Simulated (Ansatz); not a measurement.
**Cs: strong compression**

Aim: compress Cs (sc type) step by step, far beyond the usual range, and follow pressure and electronic structure. The runs shown use PAW. Its runs: cell relaxed at zero pressure (PAW); volume scaled by 1 (PAW and PAW (source ansatz)); volume scaled by 0.9 (PAW); volume scaled by 0.8 (PAW and PAW (level accurate)); volume scaled by 0.7 (PAW); volume scaled by 0.6 (PAW); volume scaled by 0.5 (PAW); volume scaled by 0.4 (PAW and PAW (source ansatz)).

Method: DFT LDA, with the methods named in each step, in Ansatz 0.2.0.

1 further run of the same task is left out (it didn't finish). Runs told in other sessions of the task aren't counted.

**1. The structure to begin with**

The structure is cubic, space group Pm-3m (No. 221). Conventional cell: a = 4.697 Å, b = 4.697 Å, c = 4.697 Å, α = 90.00°, β = 90.00°, γ = 90.00°.

Structure file:

```cif
data_structure
_symmetry_space_group_name_H-M 'P 1'
_symmetry_Int_Tables_number 1
_cell_length_a 4.6972
_cell_length_b 4.6972
_cell_length_c 4.6972
_cell_angle_alpha 90.000
_cell_angle_beta 90.000
_cell_angle_gamma 90.000
_cell_volume 103.63
loop_
_atom_site_label
_atom_site_type_symbol
_atom_site_fract_x
_atom_site_fract_y
_atom_site_fract_z
_atom_site_occupancy
Cs1 Cs 0.00000 0.00000 0.00000 1
```

Whether this phase is the stable one at these pressures isn't tested.

**2. Cell relaxed at zero pressure, PAW**

Contents of input.yaml:

```yaml
crystal:
  lattice:
    - [4.6971559676, 0.0, 0.0]
    - [0.0, 4.6971559676, 0.0]
    - [0.0, 0.0, 4.6971559676]
  atoms:
    - { symbol: Cs, position: [0.0, 0.0, 0.0] }
kpoints:
  mp_grid: { grid: [8, 8, 8] }
scf:
  occupations: { method: fermi_dirac, width: 0.1 }
hamiltonian:
  xc: lda
  pseudopotentials: { kind: paw }
output:
  forces: true
  stress: true
  write_density: true
  write_potential: true
  elf: true
  volumetric_format: npy
relax:
  f_tol: 0.005
  max_steps: 40
  cell: {}
```

The run is started by

```bash
ansatz run input.yaml --threads 1 --pin off --max-ram 2048MiB --backend cpu --events-out ev --progress --plain --runs-dir out
```

Further steps of the session: Volume scaled by 1, PAW; Volume scaled by 1, PAW (source ansatz); Volume scaled by 0.9, PAW; Volume scaled by 0.8, PAW; Volume scaled by 0.8, PAW (level accurate); Volume scaled by 0.7, PAW; Volume scaled by 0.6, PAW; Volume scaled by 0.5, PAW; Volume scaled by 0.4, PAW; Volume scaled by 0.4, PAW (source ansatz).

Q: Predict the outcome of this session. Wanted: PAW pressure at 0.4 of the volume.

**Answer**, as computed:

| quantity | value |
| --- | --- |
| PAW pressure at 0.4 of the volume | 3.6 GPa |

**Reading.** By PAW the pressure climbs to 3.6 GPa at 0.4 of the first volume. A third-order Birch-Murnaghan fit found no sensible minimum. No all-electron run checks these rows here, and frozen cores can fail under such compression. The ions are at rest, and the electrons smeared by 0.1 eV. Spin-orbit coupling is left out, though the cell holds Cs; in elements this heavy it can shift bands and gaps by tenths of an eV.
